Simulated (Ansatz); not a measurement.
# Eu4LuZn7P8: how the settings move a calculation

How sensitive is a calculation of Eu4LuZn7P8 to its settings? A reference run comes first, then one run with altered input.

Computed with Ansatz 0.2.0 (reference: DFT PBEsol, scalar-relativistic, plane waves, PAW, unless a step's input says otherwise).

### 1 The starting structure

The structure is triclinic, space group P1 (No. 1). Conventional cell: a = 6.723 Å, b = 8.039 Å, c = 8.039 Å, α = 120.00°, β = 90.00°, γ = 90.00°. Eu (site symmetry 1) is surrounded by 6 P at 2.92 to 3.00 Å. Around Eu (site symmetry 1) lie 6 P at 2.90 to 3.09 Å. Eu (site symmetry 1) is surrounded by 6 P at 2.91 to 2.94 Å. Around Eu (site symmetry 1) lie 6 P at 2.93 to 2.97 Å. P (site symmetry 1) has 3 Zn at 2.38 to 2.44 Å and 1 Lu at 2.45 Å and 3 Eu at 2.92 to 2.97 Å in its first shell of neighbours. P (site symmetry 1) is surrounded by 4 Zn at 2.41 to 2.49 Å and 3 Eu at 2.93 Å. Only part of the 20 independent sites is listed.

Structure file:

```xyz
20
Lattice="0.0000 0.0000 -6.7233 8.0387 0.0000 0.0000 -4.0194 -6.9617 0.0000" Properties=species:S:1:pos:R:3 pbc="T T T"
Eu    0.0000    0.0000    0.0000
Eu    4.0194    0.0000    0.0000
Eu   -2.0097   -3.4809    0.0000
Eu    2.0097   -3.4809    0.0000
P    -0.0189   -2.2893   -1.8084
P     4.0194   -2.3206   -1.7819
P    -2.0097   -5.8014   -1.7819
P     2.0097   -5.8014   -1.7819
P     6.0042   -1.1535   -4.9588
P     1.9463   -1.2229   -4.7895
P     4.0194   -4.6412   -4.9414
P    -0.0179   -4.6318   -4.9347
Lu    0.0298   -2.2895   -4.2534
Zn    4.0194   -2.3206   -4.2747
Zn   -2.0097   -5.8014   -4.2747
Zn    2.0097   -5.8014   -4.2747
Zn    6.0290   -1.1603   -2.4487
Zn    2.0097   -1.1603   -2.4487
Zn    4.0194   -4.6412   -2.4487
Zn    0.0000   -4.6412   -2.4487
```

### 2 The reference run

Contents of input.yaml:

```yaml
crystal:
  lattice:
    - [0.0, 0.0, -6.7233415973]
    - [8.0387215185, -5.7e-09, 0.0]
    - [-4.0193607642, -6.9617370461, 0.0]
  atoms:
    - { symbol: Eu, position: [0.0, 0.0, 0.0], spin: 7.35 }
    - { symbol: Eu, position: [0.0, 0.5, 0.0], spin: 7.35 }
    - { symbol: Eu, position: [0.0, 0.0, 0.5], spin: 7.35 }
    - { symbol: Eu, position: [0.0, 0.5, 0.5], spin: 7.35 }
    - { symbol: P, position: [0.26896984, 0.1620750861, 0.3288415046] }
    - { symbol: P, position: [0.2650385899, 0.6666666667, 0.3333333333] }
    - { symbol: P, position: [0.2650385899, 0.1666666667, 0.8333333333] }
    - { symbol: P, position: [0.2650385899, 0.6666666667, 0.8333333333] }
    - { symbol: P, position: [0.7375491832, 0.8297579135, 0.1656842327] }
    - { symbol: P, position: [0.7123640896, 0.3299371257, 0.1756531494] }
    - { symbol: P, position: [0.7349614101, 0.8333333333, 0.6666666667] }
    - { symbol: P, position: [0.7339701592, 0.3304311746, 0.6653182947] }
    - { symbol: Lu, position: [0.6326279686, 0.168139263, 0.3288680711] }
    - { symbol: Zn, position: [0.6357963382, 0.6666666667, 0.3333333333] }
    - { symbol: Zn, position: [0.6357963382, 0.1666666667, 0.8333333333] }
    - { symbol: Zn, position: [0.6357963382, 0.6666666667, 0.8333333333] }
    - { symbol: Zn, position: [0.3642036618, 0.8333333333, 0.1666666667] }
    - { symbol: Zn, position: [0.3642036618, 0.3333333333, 0.1666666667] }
    - { symbol: Zn, position: [0.3642036618, 0.8333333333, 0.6666666667] }
    - { symbol: Zn, position: [0.3642036618, 0.3333333333, 0.6666666667] }
basis:
  ecutwfc: 420
  xc_grid: 2
kpoints:
  mp_grid: { grid: [3, 3, 3], shift: [0.0, 0.0, 0.0] }
hamiltonian:
  xc: pbesol
scf:
  occupations: { method: gaussian, width: 0.05 }
  lower_state_search: "off"
output:
  forces: true
  stress: false
  eigenvalues: true
  populations: true
  hubbard: { sites: [{ species: Eu, l: f }] }
  write_density: true
  write_potential: true
  elf: true
  volumetric_format: npy
magnetization:
  spin_polarized: true
relax:
  adjacent_minimum: "off"
  f_tol: 0.03
  max_steps: 40
```

Command:

```console
$ ansatz run input.yaml --threads 8 --pin off --max-ram 14336MiB --backend cpu --events-out ev --progress --plain --runs-dir out
```

### 3 Changed: scf.algorithm density_mixing

Contents of input.yaml:

```yaml
crystal:
  lattice:
    - [0.0, 0.0, -6.7233415973]
    - [8.0387215185, -5.7e-09, 0.0]
    - [-4.0193607642, -6.9617370461, 0.0]
  atoms:
    - { symbol: Eu, position: [0.0031189637, -0.0044618596, -0.0077389419], spin: 7.35 }
    - { symbol: Eu, position: [0.0016960703, 0.4993525131, -0.000111771], spin: 7.35 }
    - { symbol: Eu, position: [0.0031211139, -0.0044645256, 0.5036975951], spin: 7.35 }
    - { symbol: Eu, position: [0.0031230545, 0.5069764178, 0.5036959434], spin: 7.35 }
    - { symbol: P, position: [0.2418550394, 0.1660250315, 0.333220448] }
    - { symbol: P, position: [0.2688301352, 0.6662875319, 0.3337655127] }
    - { symbol: P, position: [0.2688273743, 0.1654594075, 0.8329422369] }
    - { symbol: P, position: [0.2688225007, 0.6662941242, 0.8329463641] }
    - { symbol: P, position: [0.7395099478, 0.821070602, 0.1607403118] }
    - { symbol: P, position: [0.7395085104, 0.3384917698, 0.1607381164] }
    - { symbol: P, position: [0.7335948805, 0.832674091, 0.6665498999] }
    - { symbol: P, position: [0.7395112585, 0.3385015722, 0.6781761163] }
    - { symbol: Lu, position: [0.6167619734, 0.1660196434, 0.3332276696] }
    - { symbol: Zn, position: [0.6374630347, 0.6671075703, 0.3353761191] }
    - { symbol: Zn, position: [0.637466327, 0.1638452956, 0.8321225681] }
    - { symbol: Zn, position: [0.6374323039, 0.6670958004, 0.8321458324] }
    - { symbol: Zn, position: [0.3577282166, 0.826078221, 0.1632520441] }
    - { symbol: Zn, position: [0.3577775728, 0.335989885, 0.1632347263] }
    - { symbol: Zn, position: [0.3658773252, 0.8326753122, 0.6665444336] }
    - { symbol: Zn, position: [0.3577364794, 0.3359888261, 0.6731733607] }
basis:
  ecutwfc: 420
  xc_grid: 2
kpoints:
  mp_grid: { grid: [3, 3, 3], shift: [0.0, 0.0, 0.0] }
hamiltonian:
  xc: pbesol
scf:
  occupations: { method: gaussian, width: 0.05 }
  lower_state_search: "off"
  algorithm: density_mixing
output:
  forces: true
  eigenvalues: true
magnetization:
  spin_polarized: true
```

Q: Predict the outcome of this session. Wanted: for each run, ending; energy change; gap; abs. moment; force.

As calculated:

```
                            run     ending  energy change  gap (eV)  abs. moment (μB)  force (eV/Å)  cycles     time
                      reference  converged              0      0.00             28.75          0.01       -  4.5 min
1: scf.algorithm density_mixing  converged   0.0 meV/atom      0.00             28.75          0.01      24     71 s
```

Times don't compare one to one where runs were asked for different outputs or read a saved state (see the inputs); cycles may leave out searches for a lower state.

What this shows: With the changed solver the energy agrees within 0.5 meV/atom.
